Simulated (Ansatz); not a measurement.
**K2NiO2: how the settings move a single-point run**

Question: which choices in the input matter for K2NiO2?

Computed with Ansatz 0.2.0 (reference: DFT, r2SCAN, PAW with Ansatz's default frozen-core files, scalar-relativistic, unless a step's input says otherwise).

6 further runs of the same task are left out: 6 that didn't finish.

## Step 1: The structure to begin with

The structure is tetragonal, space group I4mm (No. 107). The conventional cell has a = 3.924 Å, b = 3.924 Å, c = 12.740 Å, α = 90.00°, β = 90.00°, γ = 90.00°. Around K (site symmetry 4mm) lie 5 O at 2.71 to 2.82 Å. K (site symmetry 4mm) is surrounded by 5 O at 2.79 to 2.97 Å. Ni (site symmetry 4mm) is surrounded by 1 O at 1.18 Å. O (site symmetry 4mm) is surrounded by 1 Ni at 1.18 Å. O (site symmetry 4mm) has 1 Ni at 1.94 Å and 5 K at 2.71 to 2.79 Å as nearest neighbours.

Structure file:

```cif
data_structure
_symmetry_space_group_name_H-M 'P 1'
_symmetry_Int_Tables_number 1
_cell_length_a 6.9479
_cell_length_b 6.9479
_cell_length_c 6.9479
_cell_angle_alpha 147.197
_cell_angle_beta 147.197
_cell_angle_gamma 47.072
_cell_volume 98.07
loop_
_atom_site_label
_atom_site_type_symbol
_atom_site_fract_x
_atom_site_fract_y
_atom_site_fract_z
_atom_site_occupancy
K1 K 0.65441 0.65441 0.00000 1
K2 K 0.34559 0.34559 0.00000 1
Ni1 Ni 0.01991 0.01991 0.00000 1
O1 O 0.11280 0.11280 0.00000 1
O2 O 0.86729 0.86729 0.00000 1
```

## Step 2: The reference run

input.yaml reads:

```yaml
crystal:
  lattice:
    - [-1.9618346531, 1.9618346531, 6.3698630516]
    - [1.9618346531, -1.9618346531, 6.3698630516]
    - [1.9618346531, 1.9618346531, -6.3698630516]
  atoms:
    - { symbol: K, position: [0.6544074, 0.6544074, 0.0] }
    - { symbol: K, position: [0.3455926, 0.3455926, 0.0] }
    - { symbol: Ni, position: [0.01990662, 0.01990662, 0.0], spin: 1.5 }
    - { symbol: O, position: [0.11280418, 0.11280418, 0.0], spin: 1.0 }
    - { symbol: O, position: [0.8672892, 0.8672892, 0.0], spin: 1.0 }
magnetization:
  spin_polarized: true
kpoints:
  mp_grid: { grid: [7, 7, 7] }
scf:
  occupations: { method: fermi_dirac, width: 0.03 }
hamiltonian:
  xc: r2scan
  pseudopotentials: { kind: paw }
output:
  forces: true
  stress: true
  eigenvalues: true
  efg: { contact_densities: true }
  populations: true
  write_density: true
  write_potential: true
  elf: true
  volumetric_format: npy
```

Launch:

```
$ ansatz run input.yaml --threads 3 --pin off --max-ram 10240MiB --backend cpu --events-out ev --progress --plain --runs-dir out
```

## Step 3: Variant: occupations.width 0.2

Changes to input.yaml since step 2:

```diff
@@ -16,3 +16,3 @@
 scf:
-  occupations: { method: fermi_dirac, width: 0.03 }
+  occupations: { method: fermi_dirac, width: 0.2 }
 hamiltonian:
```

Q: Predict the outcome of this session. Wanted: for each run, ending; energy change; pressure; abs. moment; force.

The runs gave:

| run | ending | energy change | pressure (GPa) | abs. moment (μB) | force (eV/Å) | cycles | time |
| --- | --- | --- | --- | --- | --- | --- | --- |
| reference | converged | 0 | 38.3 | 2.16 | 66.38 | 17 | 1.8 min |
| 1: occupations.width 0.2 | converged | +3.2 meV/atom (σ→0) | 38.3 | 2.13 | 66.31 | 17 | 1.8 min |

Residual by cycle in the longest SCF loop of each run; runs are numbered as in the table. The quantity is the density residual dr2, in eV.

| cycle | reference | run 1 |
| --- | --- | --- |
| 1 | 12.7 | 13.6 |
| 2 | 2.9 | 3.02 |
| 4 | 0.395 | 0.413 |
| 5 | 0.164 | 0.185 |
| 7 | 0.0324 | 0.0359 |
| 8 | 0.0103 | 0.013 |
| 10 | 7.3e-4 | 9.3e-4 |
| 11 | 6.7e-5 | 9.3e-5 |
| 13 | 5.6e-6 | 6.4e-6 |
| 14 | 5.3e-7 | 5.5e-7 |
| 16 | 2.9e-8 | 3.2e-8 |
| 17 | 6.0e-8 | 8.4e-8 |

**Reading.** Changing the smearing moves the energy by +3.2 meV/atom (σ→0 values), and the largest force goes from 66.38 to 66.31 eV/Å. The structure is not at rest: the sound run finds 38 GPa, so these are no properties of the relaxed crystal. 
